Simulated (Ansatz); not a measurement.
# Mg3TeSe2: the cost of one run

Computed with Ansatz 0.2.0 (DFT PBE, scalar-relativistic, plane waves, PAW, unless a step's input says otherwise).

2 further runs of the same task are left out: 1 that didn't finish, 1 set aside as unsound or not needed. Runs told in other sessions of the task aren't counted.

## Step 1: The system as given

The structure is trigonal, space group P-3m1 (No. 164). Conventional cell: a = 4.008 Å, b = 4.008 Å, c = 9.823 Å, α = 90.00°, β = 90.00°, γ = 120.00°. Around Mg (site symmetry 3m) lie 3 Se at 2.79 Å and 3 Te at 2.92 Å. Around Mg (site symmetry -3m) lie 6 Se at 2.79 Å. Around Te (site symmetry -3m) lie 6 Mg at 2.92 Å. Around Se (site symmetry 3m) lie 6 Mg at 2.79 Å.

As a file:

```
CELL_PARAMETERS angstrom
4.00773 0.00000 0.00000
-2.00386 3.47079 0.00000
0.00000 0.00000 9.82297
ATOMIC_POSITIONS crystal
Mg 0.33333 0.66667 0.18174
Mg 0.66667 0.33333 0.81826
Mg 0.00000 0.00000 0.50000
Te 0.00000 0.00000 0.00000
Se 0.33333 0.66667 0.65934
Se 0.66667 0.33333 0.34065
```

It is the end of an earlier relaxation with the same method, from a generated guess; it needn't be the stable form of this composition. At a tolerance of 0.02 Å it has space group P-3m1 (No. 164); it has 22.77 Å³/atom, an uncorrected energy of -1.07 eV/atom over the elements.

## Step 2: Static run: bands, density of states and charges

File input.yaml:

```yaml
crystal:
  lattice:
    - [4.0077261996, 0.0, 0.0]
    - [-2.0038630998, 3.4707927003, 0.0]
    - [0.0, 0.0, 9.8229679]
  atoms:
    - { symbol: Mg, position: [0.3333333333, 0.6666666667, 0.181739] }
    - { symbol: Mg, position: [0.6666666667, 0.3333333333, 0.818261] }
    - { symbol: Mg, position: [0.0, 0.0, 0.5] }
    - { symbol: Te, position: [0.0, 0.0, 0.0] }
    - { symbol: Se, position: [0.3333333333, 0.6666666667, 0.659345] }
    - { symbol: Se, position: [0.6666666667, 0.3333333333, 0.340655] }
basis:
  ecutwfc: 420
kpoints:
  mp_grid: { grid: [12, 12, 4] }
  band_path:
    path:
      - [[0.0, 0.0, 0.0], [0.5, 0.0, 0.0], [0.33333333, 0.33333333, 0.0], [0.0, 0.0, 0.0], [0.0, 0.0, 0.5], [0.5, 0.0, 0.5], [0.33333333, 0.33333333, 0.5], [0.0, 0.0, 0.5]]
      - [[0.5, 0.0, 0.5], [0.5, 0.0, 0.0]]
      - [[0.33333333, 0.33333333, 0.5], [0.33333333, 0.33333333, 0.0]]
    npoints: 14
hamiltonian:
  xc: pbe
scf:
  occupations: { method: gaussian, width: 0.02 }
  n_extra_bands: 15
output:
  forces: true
  stress: true
  eigenvalues: true
  populations: true
  dos: { projected: true, de: 0.02, nscf_kmesh: { grid: [18, 18, 6] } }
  bader: true
  write_density: true
  write_potential: true
  elf: true
  volumetric_format: npy
```

Started as:

```bash
ansatz run input.yaml --threads 4 --pin off --max-ram 8192MiB --backend cpu --events-out ev --progress --plain --runs-dir out
```

**Question.** How long does this run take on 4 threads of Intel Xeon 6975P-C (Granite Rapids), shared host, and how much memory does it need?

About 21 s, with a peak of 1.1 GiB.
